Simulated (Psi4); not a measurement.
# SiF3 (trifluorosilyl): UPBE/aug-cc-pVDZ

Aim: the vertical electron affinity of SiF3 (trifluorosilyl) at UPBE/aug-cc-pVDZ, from 2 runs. 

Program for the calculation: Psi4 1.11.

3 further runs of the same task are left out: 1 that didn't finish, 2 set aside as unsound or not needed.

## (1) The system as given

SiF3: 4 atoms, total charge 0, spin state doublet. SMILES: `F[Si](F)F`. The shape is that of a PBE0-D4/def2-TZVP optimisation.

Bond lengths: F1–Si2 1.581 Å, Si2–F3 1.581 Å, Si2–F4 1.581 Å. Angles: F1–Si2–F3 107.9°, F1–Si2–F4 107.9°, F3–Si2–F4 107.9°.

## (2) Energy and forces at UPBE/aug-cc-pVDZ

Input file calc.dat:

```
memory 2.2 GB

molecule system {
  0 2
  F
  Si 1 R2
  F 2 R3 1 A3
  F 2 R4 3 A4 1 D4

  R2 = 1.58113
  R3 = 1.581117
  A3 = 107.93279
  R4 = 1.581128
  A4 = 107.92824
  D4 = 116.38705
  symmetry c1
}

set {
  basis                aug-cc-pVDZ
  reference            uks
  puream               true
  e_convergence        1e-09
  d_convergence        1e-08
  scf_type             pk
  dft_radial_points    99
  dft_spherical_points 590
  maxiter              100
}

result, w = gradient('pbe', return_wfn=True)
oeprop(w, 'QUADRUPOLE', 'MAYER_INDICES', 'LOWDIN_CHARGES')
```

Started as:

```console
$ psi4 -i calc.dat -o calc.out -n 1
```

calc.out:

```text
[...]
  Running in c1 symmetry.
[...]
  Nuclear repulsion =  176.798443899773503
[...]
  Multiplicity = 2
[...]
  Nalpha       = 21
  Nbeta        = 20
[...]
    Number of basis functions: 96
[...]
   @UKS iter   1:  -588.59229288362269   -2.01198e-01   7.14634e-03 ADIIS/DIIS
[...]
   @UKS iter  11:  -588.74545632059983   -1.25056e-12   2.15699e-09 DIIS
[...]
   @S^2 Observed:                7.511340918E-01
[...]
    Orbital Energies [Eh]
    ---------------------
    Alpha Occupied:
       1A    -65.573887     2A    -24.316469     3A    -24.316454
       4A    -24.316447     5A     -5.193403     6A     -3.605792
       7A     -3.605791     8A     -3.605257     9A     -1.152570
      10A     -1.125414    11A     -1.125393    12A     -0.549137
      13A     -0.478466    14A     -0.478451    15A     -0.448045
      16A     -0.420825    17A     -0.420820    18A     -0.398293
      19A     -0.398274    20A     -0.381978    21A     -0.242834
    Alpha Virtual:
      22A     -0.017270    23A     -0.017245    24A     -0.006195
      25A      0.009839    26A      0.053045    27A      0.053064
[...]
  @UKS Final Energy:  -588.74545632059983
   => Energetics <=
    Nuclear Repulsion Energy =            176.7984438997735026
    One-Electron Energy =               -1170.1692004870169512
    Two-Electron Energy =                 456.5708745323603921
    DFT Exchange-Correlation Energy =     -51.9455742657167860
    Empirical Dispersion Energy =           0.0000000000000000
    VV10 Nonlocal Energy =                  0.0000000000000000
    Total Energy =                       -588.7454563205998284
[...]
  -Total Gradient:
     Atom            X                  Y                   Z
    ------   -----------------  -----------------  -----------------
       1       -0.000049769150    -0.000052026279     0.045909402281
       2       -0.039091396261    -0.024260835301    -0.017632309350
       3       -0.000059236317     0.043796355732    -0.014187302860
       4        0.039185590806    -0.019464276280    -0.014200610155
[...]
 Multipole Moments:
 ------------------------------------------------------------------------------------
     Multipole            Electronic (a.u.)      Nuclear  (a.u.)        Total (a.u.)
 ------------------------------------------------------------------------------------
 L = 1.  Multiply by 2.5417464519 to convert [e a0] to [Debye]
 Dipole X            :         -0.0980880            0.4251358            0.3270478
 Dipole Y            :         -0.0609709            0.2635390            0.2025681
 Dipole Z            :         -0.0442321            0.1918256            0.1475934
 Magnitude           :                                                    0.4120412
 L = 2.  Multiply by 1.3450342976 to convert [e a0^2] to [Debye ang]
 Quadrupole XX       :        -65.7061027           45.5597983          -20.1463044
 Quadrupole XY       :         37.7224507          -36.9119800            0.8104708
[...]
```

It took 72 s on 1 thread of Intel Xeon at 2.50GHz (Skylake/Cascade Lake), shared host; peak memory 1 GiB.

## (3) The singlet anion at the same level

Input file f3si.py:

```python
import psi4

psi4.set_memory(2200000000)
psi4.set_num_threads(1)
psi4.set_output_file('f3si.out', False)

geom = psi4.geometry("""
-1 1
F      1.48315155    -0.95816673     2.17639758
Si    -0.53432006     0.40262505     0.44272504
F     -1.87887910    -1.68610813    -1.21762613
F      0.93004761     2.24164982    -1.40149648
units bohr
symmetry c1
""")

psi4.set_options(dict(puream=True, e_convergence=1e-09, d_convergence=1e-08, scf_type='pk', dft_radial_points=99, dft_spherical_points=590))

energy_value, wavefunction = psi4.gradient('pbe/aug-cc-pVDZ', return_wfn=True)
print('gradient / Eh bohr^-1')
print(energy_value.np.round(6))
print(f'energy = {wavefunction.energy():.10f} Eh')
```

Started as:

```console
$ python f3si.py
```

f3si.out:

```text
[...]
  Running in c1 symmetry.
[...]
  Nuclear repulsion =  176.798451345898798
[...]
  Multiplicity = 1
[...]
  Nalpha       = 21
  Nbeta        = 21
[...]
    Number of basis functions: 96
[...]
   @RKS iter   1:  -588.55504739039088   -1.63952e-01   8.23034e-03 DIIS/ADIIS
[...]
   @RKS iter  11:  -588.80461677806852   -3.75167e-12   1.27331e-09 DIIS
[...]
    Orbital Energies [Eh]
    ---------------------
    Doubly Occupied:
       1A    -65.287535     2A    -24.084330     3A    -24.084321
       4A    -24.084316     5A     -4.910600     6A     -3.323693
       7A     -3.323693     8A     -3.318121     9A     -0.921880
      10A     -0.895895    11A     -0.895879    12A     -0.317426
      13A     -0.251137    14A     -0.251124    15A     -0.216727
      16A     -0.196907    17A     -0.196900    18A     -0.174843
      19A     -0.174828    20A     -0.160171    21A      0.044330
[...]
  @RKS Final Energy:  -588.80461677806852
   => Energetics <=
    Nuclear Repulsion Energy =            176.7984513458987976
    One-Electron Energy =               -1180.0512052941019192
    Two-Electron Energy =                 466.6244879699867170
    DFT Exchange-Correlation Energy =     -52.1763507998520879
    Empirical Dispersion Energy =           0.0000000000000000
    VV10 Nonlocal Energy =                  0.0000000000000000
    Total Energy =                       -588.8046167780685209
[...]
 Multipole Moments:
 ------------------------------------------------------------------------------------
     Multipole            Electronic (a.u.)      Nuclear  (a.u.)        Total (a.u.)
 ------------------------------------------------------------------------------------
 L = 1.  Multiply by 2.5417464519 to convert [e a0] to [Debye]
 Dipole X            :          1.1495352           -0.3567990            0.7927362
 Dipole Y            :         -0.8664723            0.2688580           -0.5976143
 Dipole Z            :         -0.9526688            0.2956353           -0.6570336
 Magnitude           :                                                    1.1904901
[...]
  -Total Gradient:
     Atom            X                  Y                   Z
    ------   -----------------  -----------------  -----------------
       1       -0.066663491572     0.046165711390    -0.031142239387
       2        0.100738538199    -0.075951039077    -0.083501694041
       3        0.018670676043     0.064758390674     0.055007354660
       4       -0.052653761206    -0.035004299440     0.059699347575
[...]
```

The script printed:

```text
gradient / Eh bohr^-1
[[-0.066663  0.046166 -0.031142]
 [ 0.100739 -0.075951 -0.083502]
 [ 0.018671  0.064758  0.055007]
 [-0.052654 -0.035004  0.059699]]
energy = -588.8046167781 Eh
```

Run time: 65 s. Hardware: 1 thread of Intel Xeon at 2.50GHz (Skylake/Cascade Lake), shared host; peak memory 1 GiB.

## (4) What came out

Level: UPBE/aug-cc-pVDZ.

```
                                                            quantity          value
                                          doublet SiF3: total energy  -588.74546 Eh
                                         doublet SiF3: dipole moment         1.05 D
                    doublet SiF3: HOMO energy (highest over α and β)       -6.61 eV
                     doublet SiF3: LUMO energy (lowest over α and β)       -4.55 eV
                                                  doublet SiF3: ⟨S²⟩          0.751
                              doublet SiF3: largest force on an atom     2.534 eV/Å
                                         singlet anion: total energy  -588.80462 Eh
                                          singlet anion: HOMO energy        1.21 eV
                                          singlet anion: LUMO energy        3.65 eV
singlet anion: HOMO–LUMO gap (to an unbound level, set by the basis)        2.44 eV
                             singlet anion: largest force on an atom     7.780 eV/Å
                   vertical electron affinity (to the singlet anion)       1.610 eV
```

In words: At fixed nuclei the extra electron is bound by 1.61 eV (37 kcal/mol). The largest force (doublet SiF3) is 2.53 eV/Å: the shape isn't a stationary point for this species at this level. The HOMO (singlet anion) lies at positive energy, 1.21 eV, as semi-local functionals often give for anions; only total energies tell whether the electron is bound.
